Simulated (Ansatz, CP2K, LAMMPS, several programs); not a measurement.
Energy against volume for zincblende BN, at fixed shape and fractional coordinates, computed by several methods (PBE and r2SCAN, where shown, with plane waves in Ansatz); the cell shown is that of r2SCAN. The symmetry is F-43m (No. 216, cubic); a = 3.610 Å in the conventional setting, 5.88 Å³ an atom. B has 4 N at 1.56 Å; N has 4 B at 1.56 Å. Spin-unpolarised throughout; all numbers are computed. Energies count from each curve's lowest point; fits are third-order Birch-Murnaghan.

```cif
data_structure
_symmetry_space_group_name_H-M 'P 1'
_symmetry_Int_Tables_number 1
_cell_length_a 2.5524
_cell_length_b 2.5524
_cell_length_c 2.5524
_cell_angle_alpha 60.000
_cell_angle_beta 60.000
_cell_angle_gamma 60.000
_cell_volume 11.76
loop_
_atom_site_label
_atom_site_type_symbol
_atom_site_fract_x
_atom_site_fract_y
_atom_site_fract_z
_atom_site_occupancy
B1 B 0.00000 0.00000 0.00000 1
N1 N 0.25000 0.25000 0.25000 1
```

BNC.tersoff (LAMMPS), on the shape of its own relaxed cell:

| V (Å³/atom) | E (meV/atom) |
| --- | --- |
| 5.011 | 30.89 |
| 5.171 | 7.34 |
| 5.331 | 0.00 |
| 5.491 | 6.65 |
| 5.651 | 25.38 |

V₀ = 5.33 Å³ an atom and B₀ = 466 GPa.

Q: r2SCAN, on the shape of its own relaxed cell, gives
```
V (Å³/atom)  E (meV/atom)
      5.526         28.54
      5.703          6.82
      5.879          0.00
      6.055          6.16
      6.232         23.59
```
What equilibrium volume and bulk modulus follow?

A: V₀ = 5.88 Å³ an atom and B₀ = 392 GPa.

Q: PBE/DZVP (CP2K), on the shape of the cell shown, gives

| V (Å³/atom) | E (meV/atom) |
| --- | --- |
| 5.174 | 151.35 |
| 5.526 | 41.58 |
| 5.879 | 0.00 |
| 6.232 | 10.04 |
| 6.585 | 59.25 |

What equilibrium volume and bulk modulus follow?

A: V₀ = 5.97 Å³ an atom and B₀ = 366 GPa.

Q: BN.extep (LAMMPS), on the shape of its own relaxed cell, gives

| V (Å³/atom) | E (meV/atom) |
| --- | --- |
| 5.290 | 28.12 |
| 5.459 | 6.68 |
| 5.628 | 0.00 |
| 5.797 | 6.06 |
| 5.965 | 23.11 |

What equilibrium volume and bulk modulus follow?

A: V₀ = 5.63 Å³ an atom and B₀ = 402 GPa.

PBE, on the shape of its own relaxed cell:
```csv
V (Å³/atom),E (meV/atom)
5.595,27.58
5.773,6.69
5.952,0.00
6.131,5.94
6.309,22.58
```
V₀ = 5.95 Å³ an atom and B₀ = 372 GPa.
